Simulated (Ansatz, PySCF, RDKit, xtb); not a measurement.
# Solving GaSi3H9, step by step

Given the formula GaSi3H9 and nothing else, which arrangement of the atoms is the most stable in the gas at 298.15 K, and what are its properties?

Plan: many cheap relaxations first (GFN2-xTB), then density-functional screening, relaxation at B3LYP/6-31G*, vibrations and a final energy. The numbers are computed, not measured.

11 further runs of the same task are left out: 5 for a known fault of the program, 1 that didn't finish, 5 set aside as unsound or not needed.

## 1. Possible bonding patterns

A program enumerates the bonding patterns with one Lewis structure each (two rings at most, one unusual centre or charged pair), with their diastereomers. O–O, O–halogen and N–halogen bonds and N–N–N chains are not drawn. That gives 9 candidates.

| label | SMILES | spin |
| --- | --- | --- |
| c267 | [SiH3][SiH]([SiH3])[GaH2] | singlet |
| c304 | [SiH3][SiH2][SiH+][GaH3-] | singlet |
| c329 | [SiH3][SiH2][SiH2][GaH2] | singlet |
| c552 | [SiH2+][GaH2-][SiH2][SiH3] | singlet |
| c843 | [SiH3][SiH+][GaH2-][SiH3] | singlet |
| c862 | [SiH3][SiH2][GaH][SiH3] | singlet |
| c866 | [SiH2+][GaH-]([SiH3])[SiH3] | singlet |
| c939 | [SiH3][Ga]([SiH3])[SiH3] | singlet |

Candidates are built by distance geometry, with a force field where one applies, in up to four conformers (letters a to d). 3 starts with atoms placed at random are added, to find patterns that the rules miss.

**Question.** With final energies at CCSD(T)/def2-SVP + MP2/def2-TZVPP - MP2/def2-SVP, which structure will this search put lowest in free energy, and by what margin?

| quantity | value |
| --- | --- |
| lowest structure found | [SiH3][Ga]([SiH3])[SiH3], singlet, C3h |
| next finalist | [SiH3][SiH2][GaH][SiH3], singlet, 3.1 kcal/mol higher in G |
| share at equilibrium, among the finalists | 99.5 % |
| harmonic wavenumbers, lowest and highest (B3LYP/6-31G*) | 17 and 2231 cm⁻¹ |
| rotational constants, same geometry | 0.05508, 0.05505, 0.02834 cm⁻¹ |
| dipole moment (PBE0/def2-SVPD) | 0.00 D |
| HOMO energy (PBE0/def2-SVPD) | -7.29 eV |
| LUMO energy (PBE0/def2-SVPD) | -2.60 eV |
| HOMO–LUMO gap (PBE0/def2-SVPD) | 4.69 eV |
| lowest excitation (TD-B3LYP/def2-SVPD) | 3.30 eV (f = 0.000) |
| lowest triplet excitation, same level, Tamm-Dancoff | 2.84 eV |
| vertical ionisation energy | 8.95 eV |
| vertical electron affinity | 1.15 eV |
| vertical triplet less singlet | +2.94 eV |

`[SiH3][Ga]([SiH3])[SiH3]` comes out lowest. The margin of 3.1 kcal/mol over the next finalist is beyond the usual error of the last level; it says nothing of structures that weren't ranked. r2SCAN-D4/def2-SVP, B3LYP/6-31G*, HF/def2-SVP and MP2/def2-SVP already put its bonding pattern lowest among the structures in one piece. 3 minima inside the window were never screened. Lowest found is not proven lowest: the search is finite, and each finalist counts with one conformer. Patterns outside the rules of the enumeration were met only by chance.
